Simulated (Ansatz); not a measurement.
# Eu (reference phase): the cost of one run

Program: Ansatz 0.2.0. Level of theory: DFT LDA, with the methods named in each step. These are calculated values, not measurements.

1 further run of the same task is left out (it didn't finish).

### 1 Starting point

It takes space group Im-3m (No. 229, cubic). Conventional cell: a = 4.551 Å, b = 4.551 Å, c = 4.551 Å, α = 90.00°, β = 90.00°, γ = 90.00°. Eu (site symmetry m-3m) has 8 Eu at 3.94 Å as nearest neighbours.

As a file:

```
Eu
1.0
    -2.27550    2.27550    2.27550
     2.27550   -2.27550    2.27550
     2.27550    2.27550   -2.27550
Eu
1
Direct
  0.00000 0.00000 0.00000
```

### 2 Relaxed, PAW

input.yaml reads:

```yaml
crystal:
  lattice:
    - [-2.2755, 2.2755, 2.2755]
    - [2.2755, -2.2755, 2.2755]
    - [2.2755, 2.2755, -2.2755]
  atoms:
    - { symbol: Eu, position: [0.0, 0.0, 0.0], spin: 7.0 }
magnetization:
  spin_polarized: true
kpoints:
  mp_grid: { grid: [16, 16, 16] }
scf:
  occupations: { method: fermi_dirac, width: 0.05 }
hamiltonian:
  xc: lda
  pseudopotentials: { kind: paw }
output:
  forces: true
  stress: true
relax:
  f_tol: 0.003
  max_steps: 80
  cell: {}
```

Launch:

```
$ ansatz run input.yaml --threads 4 --pin off --max-ram 10240MiB --backend cpu --events-out ev --progress --plain --runs-dir out
```

Q: Estimate wall time and peak memory on 4 threads of Intel Xeon Platinum 8375C at 2.90GHz (Ice Lake), shared host.

About 25 s, with a peak of 0.53 GiB.
